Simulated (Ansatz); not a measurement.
# YMg3 and its elements: a formation energy from the elements

Program: the Python package of Ansatz (0.2.0).

The cells in order, each with its output:

**Cell 1**
```python
from collections import Counter
import csv
import warnings

import ansatz as az
import numpy as np
```

**Cell 2**
```python
PHASES = {
    "YMg3": (
        [[0.0, 3.64978257, 3.64978257], [3.64978257, 0.0, 3.64978257], [3.64978257, 3.64978257, 0.0]],
        [
            ("Y", [0.0, 0.0, 0.0]),
            ("Mg", [0.25, 0.25, 0.25]),
            ("Mg", [0.5, 0.5, 0.5]),
            ("Mg", [0.75, 0.75, 0.75]),
        ],
    ),
    "Y": (
        [[3.6474, 0.0, 0.0], [-1.8237, 3.15874106, 0.0], [0.0, 0.0, 5.7306]],
        [
            ("Y", [1 / 3, 2 / 3, 0.25]),
            ("Y", [2 / 3, 1 / 3, 0.75]),
        ],
    ),
    "Mg": (
        [[3.2093, 0.0, 0.0], [-1.60465, 2.77933533, 0.0], [0.0, 0.0, 5.2103]],
        [
            ("Mg", [1 / 3, 2 / 3, 0.25]),
            ("Mg", [2 / 3, 1 / 3, 0.75]),
        ],
    ),
}


def build(vectors, sites):
    crystal = az.Crystal(lattice=az.Lattice.of(vectors))
    for symbol, position in sites:
        crystal = crystal.atom(symbol, position)
    return crystal
```

**Cell 3**
```python
def ground_state(name, crystal):
    calc = (
        crystal.calculation()
        .functional("pbesol")
        .basis(500)  # plane waves up to this kinetic energy
        .kpoints(spacing=0.3)  # sampling of the Brillouin zone
        .occupations("cold", width=0.1)
        .stress()
    )
    calc = calc.relax(force_tolerance=0.03, max_steps=40, cell=True)
    return calc.run(threads=1, pin="off")
```

**Cell 4**
```python
def counts(outcome):
    return Counter(site.symbol for site in outcome.lattice.sites)
```

**Cell 5**
```python
def formation_energy(outcome, mu):
    n = counts(outcome)
    return (outcome.report["energy_sigma0_ev"] - sum(k * mu[element] for element, k in n.items())) / sum(n.values())
```

**Cell 6**
```python
def volume_per_atom(outcome):
    return abs(np.linalg.det(outcome.lattice.cell_ang)) / len(outcome.lattice.sites)
```

**Cell 7**
```python
warnings.simplefilter("ignore", az.DeckWarning)
```

**Cell 8**
```python
phases = {name: build(*cell) for name, cell in PHASES.items()}
```

**Cell 9**
```python
done = {}
for name, crystal in phases.items():
    done[name] = ground_state(name, crystal)
    print(f"{name}: {done[name].report['energy_sigma0_ev']:.4f} eV, {len(done[name].lattice.sites)} atoms")
```
Output:
```text
YMg3: -9531.5924 eV, 4 atoms
Y: -7590.1504 eV, 2 atoms
Mg: -3824.1279 eV, 2 atoms
```

**Cell 10**
```python
# energy of one atom in its reference phase
references = {"Y": "Y", "Mg": "Mg"}
mu = {element: done[name].report["energy_sigma0_ev"] / len(done[name].lattice.sites) for element, name in references.items()}
```

**Cell 11**
```python
target = done["YMg3"]
heat = formation_energy(target, mu)
rows = [(name, len(o.lattice.sites), volume_per_atom(o), formation_energy(o, mu)) for name, o in done.items()]
with open("formation.csv", "w", newline="") as handle:
    writer = csv.writer(handle)
    writer.writerow(["phase", "atoms", "V (A^3/atom)", "E_form (eV/atom)"])
    writer.writerows([round(v, 4) if isinstance(v, float) else v for v in row] for row in rows)
print(open("formation.csv").read())
```
Output:
```text
phase,atoms,V (A^3/atom),E_form (eV/atom)
YMg3,4,23.8909,-0.0813
Y,2,31.4765,0.0
Mg,2,22.5419,0.0
```

Total energies depend on the potentials; only differences at equal settings carry meaning. For the metals among these phases the mesh is modest: differences between phases can be off by up to 40 meV an atom. The cells come from databases of deposited and of computed structures, and not all need be stable phases. The compound is the structure given, not necessarily its lowest; energies are at zero temperature, with no correction for gases. A semilocal functional's error on such energies is often 0.05 to 0.1 eV an atom, and 0.1 to 0.3 eV against gases such as O2 or F2. Hardware and time: 15 s on 1 thread of Arm Neoverse V1, on a shared host, peak memory 0.43 GiB.

(Lines on the test bed's own set-up are left out of the output.)
